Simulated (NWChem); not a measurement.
# r2SCAN/def2-TZVP run of GeH3Cl (SMILES [Cl][GeH3]), part 2 of 2

NWChem 7.3.0. Earlier steps stand in the parts before.

## Step 3: The doublet cation

a.nw

```
start a
memory 2200 mb
charge 1

geometry units au noautosym nocenter noautoz
 Cl    -3.54474826    -0.04743213     1.21188136
 Ge     0.30575769    -0.02626719    -0.11451740
 H      0.30311207     1.24003828    -2.71761514
 H      1.16974047    -2.78488939    -0.26569549
 H      1.86043537     1.47946658     1.80790098
end

basis spherical bse
 * library def2-TZVP
end

dft
 xc r2scan
 mult 2
 grid fine
 convergence energy 1e-08
 maxiter 100
 mulliken
 noprint "final vectors analysis"
end

task dft energy
```

Started as:

```sh
nwchem a.nw > a.out
```

Output:

```text
Northwest Computational Chemistry Package (NWChem) 7.3.0
             --------------------------------------------------------

           Job information
           ---------------

    nwchem branch   = 7.3.0
    use scalapack   = T
    input           = a.nw
    prefix          = a.
    data base       = ./a.db
    status          = startup
    nproc           =        1

           Memory information
           ------------------

    heap     =     72089596 doubles =      550.0 Mbytes
    stack    =     72089601 doubles =      550.0 Mbytes
    global   =    144179200 doubles =     1100.0 Mbytes (distinct from heap & stack)
    total    =    288358397 doubles =     2200.0 Mbytes
    verify   = yes
    hardfail = no

           Directory information
           ---------------------

  0 permanent = .
  0 scratch   = .

                                NWChem Input Module
                                -------------------

                             Geometry "geometry" -> ""
                             -------------------------

 Output coordinates in a.u. (scale by  1.000000000 to convert to a.u.)

  No.       Tag          Charge          X              Y              Z
 ---- ---------------- ---------- -------------- -------------- --------------
    1 Cl                  17.0000    -3.54474826    -0.04743213     1.21188136
    2 Ge                  32.0000     0.30575769    -0.02626719    -0.11451740
    3 H                    1.0000     0.30311207     1.24003828    -2.71761514
    4 H                    1.0000     1.16974047    -2.78488939    -0.26569549
    5 H                    1.0000     1.86043537     1.47946658     1.80790098

      Atomic Mass
      -----------

      Cl                34.968850
      Ge                73.921900
      H                  1.007825

 Effective nuclear repulsion energy (a.u.)     176.3938221544

            Nuclear Dipole moment (a.u.)
            ----------------------------
        X                 Y               Z
 ---------------- ---------------- ----------------
   -47.1431864300    -1.7122808200    15.7620166700

            XYZ format geometry
            -------------------
     5
 geometry
 Cl                   -1.87580013    -0.02510000     0.64130004
 Ge                    0.16180001    -0.01390000    -0.06060000
 H                     0.16040001     0.65620005    -1.43810010
 H                     0.61900004    -1.47370011    -0.14060001
 H                     0.98450007     0.78290005     0.95670007

 ==============================================================================
                                internuclear distances
 ------------------------------------------------------------------------------
       center one      |      center two      | atomic units |       a.u.
 ------------------------------------------------------------------------------
    2 Ge               |   1 Cl               |     4.07261  |     4.07261
    3 H                |   2 Ge               |     2.89476  |     2.89476
    4 H                |   2 Ge               |     2.89471  |     2.89471
    5 H                |   2 Ge               |     2.89481  |     2.89481
 ------------------------------------------------------------------------------
                         number of included internuclear distances:          4
 ==============================================================================

 ==============================================================================
                                 internuclear angles
 ------------------------------------------------------------------------------
        center 1       |       center 2       |       center 3       |  degrees
 ------------------------------------------------------------------------------
    1 Cl               |   2 Ge               |   3 H                |   107.11
    1 Cl               |   2 Ge               |   4 H                |   107.11
    1 Cl               |   2 Ge               |   5 H                |   107.11
    3 H                |   2 Ge               |   4 H                |   111.73
    3 H                |   2 Ge               |   5 H                |   111.72
    4 H                |   2 Ge               |   5 H                |   111.72
 ------------------------------------------------------------------------------
                            number of included internuclear angles:          6
 ==============================================================================

 Summary of "ao basis" -> "" (spherical)
 ------------------------------------------------------------------------------
       Tag                 Description            Shells   Functions and Types
 ---------------- ------------------------------  ------  ---------------------
 *                         def2-TZVP                  on all atoms

                                 NWChem DFT Module
                                 -----------------

                      Basis "ao basis" -> "ao basis" (spherical)
                      -----
  [basis functions not shown]

 Summary of "ao basis" -> "ao basis" (spherical)
 ------------------------------------------------------------------------------
       Tag                 Description            Shells   Functions and Types
 ---------------- ------------------------------  ------  ---------------------
 Cl                        def2-TZVP                13       37   5s5p2d1f
 Ge                        def2-TZVP                16       48   6s5p4d1f
 H                         def2-TZVP                 4        6   3s1p

 Summary of "ao basis" -> "ao basis" (spherical)
 ------------------------------------------------------------------------------
       Tag                 Description            Shells   Functions and Types
 ---------------- ------------------------------  ------  ---------------------
 Cl                        def2-TZVP                13       37   5s5p2d1f
 Ge                        def2-TZVP                16       48   6s5p4d1f
 H                         def2-TZVP                 4        6   3s1p

  Caching 1-el integrals
  itol2e modified to match energy
  convergence criterion.
  tol_rho modified to match energy
  convergence criterion.

            General Information
            -------------------
          SCF calculation type: DFT
          Wavefunction type:  spin polarized.
          No. of atoms     :     5
          No. of electrons :    51
           Alpha electrons :    26
            Beta electrons :    25
          Charge           :     1
          Spin multiplicity:     2
          Use of symmetry is: off; symmetry adaption is: off
          Maximum number of iterations: 100
          AO basis - number of functions:   103
                     number of shells:    41
          Convergence on energy requested:  1.00D-08
          Convergence on density requested:  1.00D-05
          Convergence on gradient requested:  5.00D-04

              XC Information
              --------------
                      r^2SCAN Method XC Functional
               r^2SCAN metaGGA Exchange Functional  1.000
                     r^2SCAN Correlation Potential  1.000

             Grid Information
             ----------------
          Grid used for XC integration:  fine
          Radial quadrature: Mura-Knowles
          Angular quadrature: Lebedev.
          Tag              B.-S. Rad. Rad. Pts. Rad. Cut. Ang. Pts.
          ---              ---------- --------- --------- ---------
          Cl                  1.00      123          10.0       770
          Ge                  1.25      140           8.0       974
          H                   0.35       60          10.0       590
          Grid pruning is: on
          Number of quadrature shells:   443
          Spatial weights used:  Erf1

          Convergence Information
          -----------------------
          Convergence aids based upon iterative change in
          total energy or number of iterations.
          Levelshifting, if invoked, occurs when the
          HOMO/LUMO gap drops below (HL_TOL):  1.00D-02
          DIIS, if invoked, will attempt to extrapolate
          using up to (NFOCK): 10 stored Fock matrices.

                    Damping( 0%)  Levelshifting(0.5)       DIIS
                  --------------- ------------------- ---------------
          dE  on:    start            ASAP                start
          dE off:    2 iters        100 iters           100 iters

      Screening Tolerance Information
      -------------------------------
          Density screening/tol_rho:  1.00D-11
          AO Gaussian exp screening on grid/accAOfunc:  18
          CD Gaussian exp screening on grid/accCDfunc:  20
          XC Gaussian exp screening on grid/accXCfunc:  20
          Schwarz screening/accCoul:  1.00D-09

      Superposition of Atomic Density Guess
      -------------------------------------

 Sum of atomic energies:       -2536.28317855

 Renormalizing density from      52.00 to     51

      Non-variational initial energy
      ------------------------------

 Total energy =   -2506.604790
 1-e energy   =   -3808.589417
 2-e energy   =    1125.590805
 HOMO         =      -0.707617
 LUMO         =      -0.311826

   Time after variat. SCF:      0.9

     ---------------------------------------------
      Total Density - Mulliken Population Analysis
     ---------------------------------------------

    Atom       Charge   Shell Charges
 -----------   ------   -------------------------------------------------------
    1 Cl  17    17.17   2.01  0.46  1.50  1.24  0.73  4.26  1.64  1.20  2.99  1.10  0.01  0.03  0.00
    2 Ge  32    31.83   2.00  2.00  1.25  0.72  1.08  0.45  5.99  4.62  1.39  1.48  0.65  9.30  0.65  0.15  0.07  0.03
    3 H    1     0.74   0.18  0.43  0.11  0.01
    4 H    1     0.73   0.18  0.43  0.11  0.01
    5 H    1     0.54   0.13  0.32  0.08  0.01

     --------------------------------------------
      Spin Density - Mulliken Population Analysis
     --------------------------------------------

    Atom       Charge   Shell Charges
 -----------   ------   -------------------------------------------------------
    1 Cl  17     0.25   0.00  0.00 -0.00  0.00 -0.00  0.01 -0.01  0.06  0.14  0.04  0.00 -0.00 -0.00
    2 Ge  32     0.38   0.00  0.00  0.00 -0.00  0.00  0.00  0.00  0.01 -0.00  0.23  0.11  0.00  0.00  0.01  0.02  0.00
    3 H    1     0.06   0.01  0.03  0.01  0.00
    4 H    1     0.07   0.02  0.04  0.01  0.00
    5 H    1     0.25   0.06  0.15  0.04  0.00
   Time prior to 1st pass:      0.9

 Grid_pts file          = ./a.gridpts.0
 Record size in doubles =  12289        No. of grid_pts per rec  =   3070
 Max. records in memory =    156        Max. recs in file   = *********

           Memory utilization after 1st SCF pass:
           Heap Space remaining (MW):       36.60            36603892
          Stack Space remaining (MW):       72.09            72088572

   convergence    iter        energy       DeltaE   RMS-Dens  Diis-err    time
 ---------------- ----- ----------------- --------- --------- ---------  ------
 d= 0,ls=0.0,diis     1  -2538.2346901551 -2.71D+03  8.78D-03  2.81D+00     3.5
                                                     1.07D-02  2.79D+00
 d= 0,ls=0.5,diis     2  -2537.8204440367  4.14D-01  4.21D-03  4.87D+00     6.0
[... 6 lines of this table left out ...]
                                                     3.59D-04  1.61D-03
  Resetting Diis
 d= 0,ls=0.5,diis     6  -2538.5959187844 -2.16D-03  1.76D-04  2.23D-04    16.2
                                                     2.42D-04  7.60D-04
 d= 0,ls=0.5,diis     7  -2538.5972295719 -1.31D-03  1.12D-04  1.23D-04    18.9
[... 104 lines of this table left out ...]
                                                     6.45D-07  1.01D-08

         Total DFT energy =    -2538.600550807408
      One electron energy =    -3869.818205483828
           Coulomb energy =     1262.892460132794
    Exchange-Corr. energy =     -108.068627610749
 Nuclear repulsion energy =      176.393822154376

 Numeric. integr. density =       51.000000833897

     Total iterative time =    163.7s

     ---------------------------------------------
      Total Density - Mulliken Population Analysis
     ---------------------------------------------

    Atom       Charge   Shell Charges
 -----------   ------   -------------------------------------------------------
    1 Cl  17    16.81   2.01  0.44  1.52  1.17  0.84  4.19  1.67  1.07  2.80  1.06  0.01  0.03  0.00
    2 Ge  32    31.74   2.00  2.00  1.18  0.78  0.96  0.49  5.98  4.46  1.55  1.47  0.68  8.84  1.07  0.15  0.10  0.02
    3 H    1     0.80   0.22  0.52  0.06  0.01
    4 H    1     0.80   0.22  0.52  0.06  0.01
    5 H    1     0.85   0.23  0.54  0.08  0.01

     --------------------------------------------
      Spin Density - Mulliken Population Analysis
     --------------------------------------------

    Atom       Charge   Shell Charges
 -----------   ------   -------------------------------------------------------
    1 Cl  17     0.66   0.00  0.00 -0.00  0.01 -0.00  0.02 -0.02  0.13  0.41  0.11  0.00 -0.00 -0.00
    2 Ge  32     0.00  -0.00 -0.00 -0.00  0.00 -0.01 -0.02  0.00  0.00 -0.00  0.02 -0.02  0.01 -0.00  0.01  0.01  0.00
    3 H    1     0.18   0.05  0.11  0.02  0.00
    4 H    1     0.17   0.04  0.10  0.02  0.00
    5 H    1    -0.01  -0.00 -0.01 -0.00  0.00

     -------------------------------------------
      Total Density - Lowdin Population Analysis
     -------------------------------------------

    Atom       Charge   Shell Charges
 -----------   ------   -------------------------------------------------------
    1 Cl  17    16.44   1.98  0.84  1.14  0.95  0.78  3.92  1.89  1.24  2.36  1.28  0.01  0.05  0.00
    2 Ge  32    31.68   2.00  2.00  1.12  0.83  0.62  0.43  5.92  3.98  2.06  1.28  0.92  8.49  1.23  0.39  0.35  0.08
    3 H    1     0.94   0.22  0.44  0.25  0.03
    4 H    1     0.94   0.22  0.44  0.25  0.03
    5 H    1     1.01   0.23  0.47  0.27  0.03

     ------------------------------------------
      Spin Density - Lowdin Population Analysis
     ------------------------------------------

    Atom       Charge   Shell Charges
 -----------   ------   -------------------------------------------------------
    1 Cl  17     0.63  -0.00  0.00 -0.00  0.01 -0.00  0.03 -0.00  0.14  0.34  0.12  0.00 -0.00 -0.00
    2 Ge  32     0.11  -0.00 -0.00 -0.00 -0.00 -0.01 -0.01  0.00  0.00 -0.00  0.03  0.00  0.01  0.00  0.02  0.05  0.01
    3 H    1     0.14   0.05  0.07  0.02 -0.00
    4 H    1     0.13   0.04  0.07  0.02 -0.00
    5 H    1    -0.01  -0.00 -0.00 -0.00  0.00

   alpha - beta orbital overlaps
   -----------------------------

   alpha      1      2      3      4      5      6      7      8      9     10
    beta      1      2      3      4      5      6      7      9      8     10
 overlap   1.000  1.000  1.000  0.999  1.000  0.999  1.000  1.000  1.000  1.000

   alpha     11     12     13     14     15     16     17     18     19     20
    beta     11     12     13     14     15     16     17     19     18     20
 overlap   1.000  1.000  1.000  1.000  0.998  0.997  0.995  0.898  0.896  0.999

   alpha     21     22     23     24     25     26     27     28     29     30
    beta     21     24     22     23     26     25     27     28     30     29
 overlap   0.998  0.936  0.990  0.993  0.939  0.996  0.994  0.978  0.996  0.982

   alpha     31     32     33     34     35     36     37     38     39     40
    beta     31     32     33     34     35     36     38     38     37     41
 overlap   0.999  0.993  0.987  0.978  0.998  0.980  0.646  0.752  0.845  0.982

   alpha     41     42     43     44     45     46     47     48     49     50
    beta     40     43     42     44     45     46     47     49     48     50
 overlap   0.906  0.989  0.986  0.970  0.875  0.914  0.984  0.988  0.848  0.844

   alpha     51     52     53     54     55     56     57     58     59     60
    beta     51     52     53     54     55     56     57     58     59     60
 overlap   0.993  0.993  0.997  0.995  0.996  0.996  0.997  0.993  0.993  0.996

   alpha     61     62     63     64     65     66     67     68     69     70
    beta     61     62     63     64     65     66     68     70     67     69
 overlap   0.996  0.993  0.997  0.954  0.948  0.958  0.992  0.748  0.742  0.986

   alpha     71     72     73     74     75     76     77     78     79     80
    beta     72     71     73     74     75     76     78     77     81     79
 overlap   0.997  0.908  0.912  0.984  0.997  0.979  0.991  0.985  0.994  0.957

   alpha     81     82     83     84     85     86     87     88     89     90
    beta     80     83     82     84     86     85     87     88     89     90
 overlap   0.976  0.994  0.972  0.972  0.994  0.959  0.969  0.994  0.964  0.965

   alpha     91     92     93     94     95     96     97     98     99    100
    beta     92     91     93     95     94     96     97     98     99    100
 overlap   0.993  0.981  0.979  0.995  0.994  1.000  1.000  1.000  1.000  1.000

   alpha    101    102    103
    beta    101    102    103
 overlap   1.000  1.000  1.000

     --------------------------
     Expectation value of S2:
     --------------------------
      <S2> =      0.7588 (Exact =     0.7500)

 center of mass
 --------------
 x =  -0.87561889 y =  -0.03275959 z =   0.29243956

 moments of inertia (a.u.)
 ------------------
          65.145646723749          -1.945253474078         121.904260188643
          -1.945253474078         419.021214006381           0.670497351978
         121.904260188643           0.670497351978         377.038655801211

     Multipole analysis of the density
     ---------------------------------

     L   x y z        total         alpha         beta         nuclear
     -   - - -        -----         -----         ----         -------
     0   0 0 0      1.000000    -26.000000    -25.000000     52.000000

     1   1 0 0     -0.679297     24.219411     22.244478    -47.143186
[... 8 lines of this table left out ...]
     2   0 0 2    -19.122272    -29.169956    -26.063662     36.111347

 Task  times  cpu:      164.5s     wall:      164.5s
 Total times  cpu:      164.6s     wall:      164.6s
```

It took 2.8 min on 1 thread of AMD EPYC 9R45 (Zen 5), shared host; peak memory 0.12 GiB.

## Step 4: What came out

The summary covers parts 1 to 2.

Level: r2SCAN/def2-TZVP.

| quantity | value |
| --- | --- |
| singlet GeH3Cl: total energy | -2539.00800 Eh |
| doublet cation: total energy | -2538.60055 Eh |
| doublet cation: ⟨S²⟩ | 0.759 |
| vertical ionisation energy (to the doublet cation) | 11.087 eV |

Removing an electron at fixed nuclei costs 11.09 eV (1070 kJ/mol). Mulliken charges (singlet GeH3Cl) run from -0.33 on Cl1 to +0.27 on Ge2; they depend strongly on the basis. Mulliken charges (doublet cation) run from +0.15 on H5 to +0.26 on Ge2.
